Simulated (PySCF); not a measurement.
# B3H5O: spin-spin couplings and electronic excitations at several levels of theory, part 2 of 2

PySCF 2.14.0. Atoms count from 0. Earlier steps stand in the parts before.

## Step 7: TDDFT and polarisability: PBE/def2-SVPD

What the job is given:

```
{"job": {"kind": "uv", "xc": "PBE", "basis": "def2-SVPD", "ip": true}, "charge": 0, "multiplicity": 1}
B      2.233096    -0.193517     0.093982
B      0.925346     0.867419     0.140622
O     -0.359292     0.484325     0.145430
B     -1.626135     0.074115     0.161612
H      2.739969    -0.538620    -0.951013
H      2.766740    -0.591239     1.106569
H      1.138939     2.069080     0.171653
H     -2.202058    -0.073957    -0.892639
H     -2.153612    -0.133112     1.230999
```

With the program's defaults for keys left out, this is: TDDFT PBE/def2-SVPD, vertical, gas phase, core orbitals frozen in the response.

What it wrote:

```text
coarse grid: 7448 points
cycle   1  E = -152.3404975182  dE =  8.728e-02  |g| = 6.033e-01  |ddm| = 4.095e+00
cycle   2  E = -151.8869685294  dE =  4.535e-01  |g| = 1.595e+00  |ddm| = 1.686e+00
cycle   3  E = -152.4124743236  dE = -5.255e-01  |g| = 1.199e-01  |ddm| = 1.115e+00
cycle   4  E = -152.4163777606  dE = -3.903e-03  |g| = 3.418e-02  |ddm| = 3.187e-01
cycle   5  E = -152.4167978808  dE = -4.201e-04  |g| = 9.628e-03  |ddm| = 9.094e-02
cycle   6  E = -152.4168291083  dE = -3.123e-05  |g| = 3.302e-03  |ddm| = 2.163e-02
cycle   7  E = -152.4168324266  dE = -3.318e-06  |g| = 5.959e-04  |ddm| = 5.663e-03
final grid: 71696 points
cycle   8  E = -152.4597004980  dE = -2.573e-05  |g| = 1.107e-02  |ddm| = 7.596e-02
cycle   9  E = -152.4596037842  dE =  9.671e-05  |g| = 2.513e-02  |ddm| = 3.132e-02
cycle  10  E = -152.4597247835  dE = -1.210e-04  |g| = 2.304e-03  |ddm| = 1.916e-02
cycle  11  E = -152.4597264738  dE = -1.690e-06  |g| = 1.780e-04  |ddm| = 4.426e-03
cycle  12  E = -152.4597264819  dE = -8.104e-09  |g| = 7.604e-05  |ddm| = 4.107e-04
cycle  13  E = -152.4597264836  dE = -1.767e-09  |g| = 1.496e-05  |ddm| = 1.389e-04
cycle  14  E = -152.4597264837  dE = -7.759e-11  |g| = 3.495e-06  |ddm| = 3.948e-05
converged SCF energy = -152.4597264837

Static polarisability (au): isotropic 55.810, principal 44.696 46.463 76.272

Singlet excitations
state   eV       nm        f      main configurations
  1   3.9150    316.7   0.00671   H->L 0.99
  2   4.2344    292.8   0.00015   H-1->L 1.00
  3   5.3131    233.4   0.00191   H->L+2 0.98
  4   5.3924    229.9   0.09015   H->L+1 0.92
  5   5.6280    220.3   0.00012   H-2->L 0.99
  6   5.7324    216.3   0.00006   H-1->L+1 0.97
  7   6.1737    200.8   0.31920   H-1->L+2 0.91
  8   6.7088    184.8   0.01288   H-3->L 0.97
  9   6.8164    181.9   0.00000   H-2->L+1 1.00
 10   7.0005    177.1   0.00580   H->L+3 0.98

Triplet excitations (Tamm-Dancoff, eV): 3.1983 4.1571 4.6905 4.7052
Vertical ionisation energy (delta-SCF) = 10.0644 eV
Vertical electron affinity (delta-SCF) = 0.3677 eV
```

Wall time 36 s (1 thread of Arm Neoverse V1, shared host); peak memory 0.48 GiB.

This run: HOMO -6.78 eV, LUMO -3.12 eV; lowest singlet 3.92 eV.

## Step 8: Ultraviolet spectrum: B3LYP/def2-SVPD

The job, as its differences from that of step 7:

```diff
@@ -1,2 +1,2 @@
-{"job": {"kind": "uv", "xc": "PBE", "basis": "def2-SVPD", "ip": true}, "charge": 0, "multiplicity": 1}
+{"job": {"kind": "uv", "xc": "B3LYP", "basis": "def2-SVPD", "ip": true}, "charge": 0, "multiplicity": 1}
 B      2.233096    -0.193517     0.093982
```

Method: TDDFT B3LYP/def2-SVPD, vertical, gas phase, core orbitals frozen in the response.

What it wrote:

```text
coarse grid: 7448 points
cycle   1  E = -152.6018673382  dE =  1.147e-01  |g| = 5.868e-01  |ddm| = 3.981e+00
cycle   2  E = -152.4025032396  dE =  1.994e-01  |g| = 1.170e+00  |ddm| = 1.347e+00
cycle   3  E = -152.6674826256  dE = -2.650e-01  |g| = 5.466e-02  |ddm| = 8.201e-01
cycle   4  E = -152.6682196441  dE = -7.370e-04  |g| = 1.249e-02  |ddm| = 1.422e-01
cycle   5  E = -152.6682768884  dE = -5.724e-05  |g| = 2.601e-03  |ddm| = 3.560e-02
cycle   6  E = -152.6682793011  dE = -2.413e-06  |g| = 6.185e-04  |ddm| = 5.853e-03
final grid: 71696 points
cycle   7  E = -152.7051700306  dE = -2.364e-05  |g| = 1.424e-03  |ddm| = 5.381e-02
cycle   8  E = -152.7051701502  dE = -1.196e-07  |g| = 1.461e-03  |ddm| = 5.710e-03
cycle   9  E = -152.7051707228  dE = -5.726e-07  |g| = 3.419e-04  |ddm| = 2.613e-03
cycle  10  E = -152.7051707444  dE = -2.162e-08  |g| = 1.325e-04  |ddm| = 4.350e-04
cycle  11  E = -152.7051707478  dE = -3.406e-09  |g| = 2.292e-05  |ddm| = 1.914e-04
cycle  12  E = -152.7051707480  dE = -1.615e-10  |g| = 5.329e-06  |ddm| = 5.379e-05
converged SCF energy = -152.7051707480

Static polarisability (au): isotropic 52.289, principal 43.616 44.441 68.809

Singlet excitations
state   eV       nm        f      main configurations
  1   4.2792    289.7   0.00553   H->L 0.98
  2   5.3521    231.7   0.00009   H-1->L 0.91, H-2->L 0.09
  3   5.5436    223.7   0.00155   H->L+2 0.98
  4   5.9848    207.2   0.00017   H-2->L 0.89, H-1->L 0.08
  5   6.0263    205.7   0.00003   H-1->L+1 0.96
  6   6.2007    200.0   0.13543   H->L+1 0.97
  7   6.9748    177.8   0.31229   H-1->L+2 0.96
  8   7.3810    168.0   0.00917   H-3->L 0.59, H->L+3 0.38
  9   7.5333    164.6   0.01228   H->L+3 0.60, H-3->L 0.38
 10   8.0204    154.6   0.00005   H-2->L+1 0.99

Triplet excitations (Tamm-Dancoff, eV): 3.5880 4.9483 4.9807 5.4766
Vertical ionisation energy (delta-SCF) = 10.3279 eV
Vertical electron affinity (delta-SCF) = 0.1572 eV
```

It took 40 s on 1 thread of Arm Neoverse V1, shared host; peak memory 0.55 GiB.

Key values: HOMO -7.85 eV, LUMO -2.26 eV; lowest singlet 4.28 eV.

## Step 9: Excited states and response: PBE0/def2-SVPD

The job, as its differences from that of step 8:

```diff
@@ -1,2 +1,2 @@
-{"job": {"kind": "uv", "xc": "B3LYP", "basis": "def2-SVPD", "ip": true}, "charge": 0, "multiplicity": 1}
+{"job": {"kind": "uv", "xc": "PBE0", "basis": "def2-SVPD", "ip": true}, "charge": 0, "multiplicity": 1}
 B      2.233096    -0.193517     0.093982
```

Method: TDDFT PBE0/def2-SVPD, vertical, gas phase, core orbitals frozen in the response.

What it wrote:

```text
coarse grid: 7448 points
cycle   1  E = -152.4003721275  dE =  1.230e-01  |g| = 5.173e-01  |ddm| = 3.547e+00
cycle   2  E = -152.2842127820  dE =  1.162e-01  |g| = 9.365e-01  |ddm| = 1.097e+00
cycle   3  E = -152.4526447615  dE = -1.684e-01  |g| = 3.899e-02  |ddm| = 6.733e-01
cycle   4  E = -152.4530099785  dE = -3.652e-04  |g| = 9.182e-03  |ddm| = 9.323e-02
cycle   5  E = -152.4530404114  dE = -3.043e-05  |g| = 1.764e-03  |ddm| = 2.248e-02
cycle   6  E = -152.4530414777  dE = -1.066e-06  |g| = 4.694e-04  |ddm| = 3.838e-03
final grid: 71696 points
cycle   7  E = -152.4851379024  dE = -2.136e-05  |g| = 6.339e-03  |ddm| = 4.836e-02
cycle   8  E = -152.4851271210  dE =  1.078e-05  |g| = 1.018e-02  |ddm| = 1.577e-02
cycle   9  E = -152.4851463450  dE = -1.922e-05  |g| = 7.537e-04  |ddm| = 7.932e-03
cycle  10  E = -152.4851465293  dE = -1.844e-07  |g| = 9.058e-05  |ddm| = 1.716e-03
cycle  11  E = -152.4851465310  dE = -1.640e-09  |g| = 4.103e-05  |ddm| = 2.115e-04
cycle  12  E = -152.4851465314  dE = -4.692e-10  |g| = 7.153e-06  |ddm| = 7.351e-05
converged SCF energy = -152.4851465314

Static polarisability (au): isotropic 51.746, principal 43.078 44.040 68.120

Singlet excitations
state   eV       nm        f      main configurations
  1   4.3154    287.3   0.00565   H->L 0.98
  2   5.4900    225.8   0.00009   H-1->L 0.79, H-2->L 0.20
  3   5.5676    222.7   0.00154   H->L+2 0.97
  4   6.0492    205.0   0.00017   H-2->L 0.46, H-1->L+1 0.42, H-1->L 0.10
  5   6.0769    204.0   0.00005   H-1->L+1 0.55, H-2->L 0.33, H-1->L 0.10
  6   6.3717    194.6   0.14097   H->L+1 0.97
  7   7.1097    174.4   0.33047   H-1->L+2 0.96
  8   7.5347    164.6   0.01258   H-3->L 0.65, H->L+3 0.31
  9   7.7181    160.6   0.01249   H->L+3 0.66, H-3->L 0.31
 10   8.2555    150.2   0.09077   H-2->L+2 0.95

Triplet excitations (Tamm-Dancoff, eV): 3.5115 4.8810 4.9076 5.4395
Vertical ionisation energy (delta-SCF) = 10.2909 eV
Vertical electron affinity (delta-SCF) = 0.2036 eV
```

Run time: 37 s. Hardware: 1 thread of Arm Neoverse V1, shared host; peak memory 0.55 GiB.

This run: HOMO -8.04 eV, LUMO -2.03 eV; lowest singlet 4.32 eV.

## Step 10: TDDFT and polarisability: BHandHLYP/def2-SVPD

The job, as its differences from that of step 9:

```diff
@@ -1,2 +1,2 @@
-{"job": {"kind": "uv", "xc": "PBE0", "basis": "def2-SVPD", "ip": true}, "charge": 0, "multiplicity": 1}
+{"job": {"kind": "uv", "xc": "BHandHLYP", "basis": "def2-SVPD", "ip": true}, "charge": 0, "multiplicity": 1}
 B      2.233096    -0.193517     0.093982
```

With the program's defaults for keys left out, this is: TDDFT BHandHLYP/def2-SVPD, vertical, gas phase, core orbitals frozen in the response.

What it wrote:

```text
coarse grid: 7448 points
cycle   1  E = -152.5326242142  dE =  1.725e-01  |g| = 5.152e-01  |ddm| = 3.454e+00
cycle   2  E = -152.5103634873  dE =  2.226e-02  |g| = 6.517e-01  |ddm| = 9.578e-01
cycle   3  E = -152.5885028490  dE = -7.814e-02  |g| = 3.583e-02  |ddm| = 4.854e-01
cycle   4  E = -152.5888825896  dE = -3.797e-04  |g| = 3.984e-03  |ddm| = 8.747e-02
cycle   5  E = -152.5888890938  dE = -6.504e-06  |g| = 7.479e-04  |ddm| = 1.559e-02
final grid: 71696 points
cycle   6  E = -152.6130353264  dE = -9.957e-06  |g| = 6.871e-04  |ddm| = 3.475e-02
cycle   7  E = -152.6130354997  dE = -1.733e-07  |g| = 2.402e-04  |ddm| = 3.386e-03
cycle   8  E = -152.6130355194  dE = -1.977e-08  |g| = 1.868e-04  |ddm| = 6.048e-04
cycle   9  E = -152.6130355271  dE = -7.709e-09  |g| = 4.505e-05  |ddm| = 1.833e-04
cycle  10  E = -152.6130355284  dE = -1.236e-09  |g| = 1.329e-05  |ddm| = 1.011e-04
cycle  11  E = -152.6130355286  dE = -2.070e-10  |g| = 3.054e-06  |ddm| = 5.227e-05
converged SCF energy = -152.6130355286

Static polarisability (au): isotropic 48.654, principal 42.054 42.189 61.718

Singlet excitations
state   eV       nm        f      main configurations
  1   4.6490    266.7   0.00445   H->L 0.93
  2   5.8193    213.1   0.00134   H->L+2 0.95
  3   6.0266    205.7   0.00002   H-2->L 0.77, H-1->L 0.20
  4   6.3712    194.6   0.00001   H-1->L+1 0.93
  5   7.1772    172.7   0.00003   H-1->L 0.77, H-2->L 0.19
  6   7.2808    170.3   0.21030   H->L+1 0.97
  7   8.0118    154.8   0.21972   H-1->L+2 0.64, H->L+3 0.27
  8   8.0662    153.7   0.07252   H->L+3 0.53, H-1->L+2 0.32
  9   8.4815    146.2   0.02813   H-3->L 0.76, H->L+3 0.10
 10   8.8564    140.0   0.06763   H-1->L+3 0.81, H-1->L+4 0.13

Triplet excitations (Tamm-Dancoff, eV): 3.8739 5.1566 5.2825 5.7706
Vertical ionisation energy (delta-SCF) = 10.4272 eV
```

It took 21 s on 1 thread of Arm Neoverse V1, shared host; peak memory 0.55 GiB.

In short: HOMO -9.27 eV, LUMO -0.94 eV; lowest singlet 4.65 eV.

## Step 11: Excited states and response: CAM-B3LYP/def2-SVPD

The job, as its differences from that of step 10:

```diff
@@ -1,2 +1,2 @@
-{"job": {"kind": "uv", "xc": "BHandHLYP", "basis": "def2-SVPD", "ip": true}, "charge": 0, "multiplicity": 1}
+{"job": {"kind": "uv", "xc": "CAM-B3LYP", "basis": "def2-SVPD", "ip": true}, "charge": 0, "multiplicity": 1}
 B      2.233096    -0.193517     0.093982
```

With the program's defaults for keys left out, this is: TDDFT CAM-B3LYP/def2-SVPD, vertical, gas phase, core orbitals frozen in the response.

What it wrote:

```text
coarse grid: 7448 points
cycle   1  E = -152.5028075103  dE =  1.893e-01  |g| = 5.657e-01  |ddm| = 3.646e+00
cycle   2  E = -152.4457614525  dE =  5.705e-02  |g| = 8.249e-01  |ddm| = 1.027e+00
cycle   3  E = -152.5681602551  dE = -1.224e-01  |g| = 2.860e-02  |ddm| = 5.499e-01
cycle   4  E = -152.5684868434  dE = -3.266e-04  |g| = 5.538e-03  |ddm| = 9.342e-02
cycle   5  E = -152.5684981861  dE = -1.134e-05  |g| = 1.179e-03  |ddm| = 2.182e-02
cycle   6  E = -152.5684988982  dE = -7.121e-07  |g| = 2.395e-04  |ddm| = 4.148e-03
final grid: 71696 points
cycle   7  E = -152.6051786560  dE = -1.789e-05  |g| = 7.001e-04  |ddm| = 4.000e-02
cycle   8  E = -152.6051788522  dE = -1.962e-07  |g| = 2.146e-04  |ddm| = 3.602e-03
cycle   9  E = -152.6051788676  dE = -1.546e-08  |g| = 1.084e-04  |ddm| = 7.175e-04
cycle  10  E = -152.6051788716  dE = -3.909e-09  |g| = 3.778e-05  |ddm| = 2.938e-04
cycle  11  E = -152.6051788719  dE = -3.172e-10  |g| = 1.463e-05  |ddm| = 5.038e-05
converged SCF energy = -152.6051788719

Static polarisability (au): isotropic 50.683, principal 43.212 43.656 65.181

Singlet excitations
state   eV       nm        f      main configurations
  1   4.4155    280.8   0.00458   H->L 0.95
  2   5.6073    221.1   0.00120   H->L+2 0.96
  3   5.7366    216.1   0.00002   H-2->L 0.71, H-1->L 0.26
  4   6.0835    203.8   0.00001   H-1->L+1 0.94
  5   6.7579    183.5   0.00007   H-1->L 0.71, H-2->L 0.25
  6   6.9828    177.6   0.19519   H->L+1 0.97
  7   7.6469    162.1   0.30152   H-1->L+2 0.89
  8   7.7548    159.9   0.02176   H->L+3 0.58, H-3->L 0.25
  9   8.0513    154.0   0.02158   H-3->L 0.65, H->L+3 0.26
 10   8.5145    145.6   0.06026   H-1->L+3 0.81, H-1->L+4 0.12

Triplet excitations (Tamm-Dancoff, eV): 3.6842 4.9915 5.0478 5.5239
Vertical ionisation energy (delta-SCF) = 10.4568 eV
Vertical electron affinity (delta-SCF) = 0.0934 eV
```

Wall time 33 s (1 thread of Arm Neoverse V1, shared host); peak memory 0.58 GiB.

Key values: HOMO -9.45 eV, LUMO -0.91 eV; lowest singlet 4.42 eV.

## Step 12: Run by run: spin-spin couplings

Couplings (Hz), each a mean over the pairs like the one named, with basis size and wall time:

```tsv
run	B3–H7	B1–H6	B0–H4	B0–B1	O2–B3	B1–O2	H7–H8	functions	time
B3LYP/def2-TZVP	152.8	126.1	122.0	84.5	-26.8	-23.8	18.1	154	16 s
B3LYP/cc-pVTZ	149.0	128.4	126.4	68.7	-29.1	-24.5	17.6	190	20 s
B3LYP/6-31G*	166.2	143.3	137.2	102.7	-32.2	-30.6	15.8	66	5.3 s
```

## Step 13: Run by run: electronic excitations

Excitations and ground-state properties, with basis size and wall time:

```tsv
run	lowest singlet (eV)	brightest (eV)	f	gap (eV)	α (Å³)	μ (D)	functions	time
HF/def2-SVPD	5.14	9.59	0.357	12.63	6.68	0.15	123	4.5 s
LDA/def2-SVPD	3.75	6.02	0.340	3.44	8.51	0.35	123	24 s
PBE/def2-SVPD	3.92	6.17	0.319	3.66	8.27	0.32	123	36 s
B3LYP/def2-SVPD	4.28	6.97	0.312	5.59	7.75	0.26	123	40 s
PBE0/def2-SVPD	4.32	7.11	0.330	6.00	7.67	0.26	123	37 s
BHandHLYP/def2-SVPD	4.65	8.01	0.220	8.33	7.21	0.21	123	21 s
CAM-B3LYP/def2-SVPD	4.42	7.65	0.302	8.54	7.51	0.23	123	33 s
```

## Step 14: What came out

What follows sums up all 2 parts.

```
                                       quantity                        value
largest coupling of the table (B3LYP/def2-TZVP)      ¹J(B,H) B3–H7, 152.8 Hz
                  lowest singlet (HF/def2-SVPD)  5.14 eV (241 nm), f = 0.004
       brightest single state of those computed  state 8, 9.59 eV, f = 0.357
                                 lowest triplet                      4.10 eV
              vertical ionisation energy (ΔSCF)                      9.88 eV
        range of J(B3,H7), mean over like pairs            149.0 to 166.2 Hz
                    range of the lowest singlet              3.75 to 5.14 eV
```

What this shows: Single values in the summary come from the first run of each kind that ended normally (B3LYP/def2-TZVP; HF/def2-SVPD), which need not be the best level. Of the pairs tabulated at B3LYP/def2-TZVP, B3–H7 (mean over like pairs) couples most strongly (152.8 Hz; Fermi contact 152.8 Hz). Couplings across rotatable bonds belong to this one conformer; where others are populated, the observed values are averages. The first singlet state (HOMO→LUMO 0.70) lies at 5.14 eV and is weak; of the 10 states computed, the strongest absorption comes from state 8 at 9.59 eV. The lowest triplet lies 1.03 eV below the lowest singlet (triplets in Tamm-Dancoff, singlets in full TDDFT). At HF/def2-SVPD, the highest states lie near or above the ionisation energy, where they hang on the basis. ΔSCF puts the ionisation energy at 9.88 eV, 1.31 eV below −ε(HOMO). The coupling B3–H7, as a mean over pairs of its kind, runs from 149.0 Hz (B3LYP/cc-pVTZ) to 166.2 Hz (B3LYP/6-31G*). The lowest singlet runs from 3.75 eV (LDA/def2-SVPD) to 5.14 eV (HF/def2-SVPD), while the orbital gap spans 3.44 to 12.63 eV: the excitation energy moves far less from run to run than the orbital gap does. The lowest state need not be the same one in every run. The runs solved for a few states only, so the brightest column depends on that window. Couplings from bases without tight functions are rough.
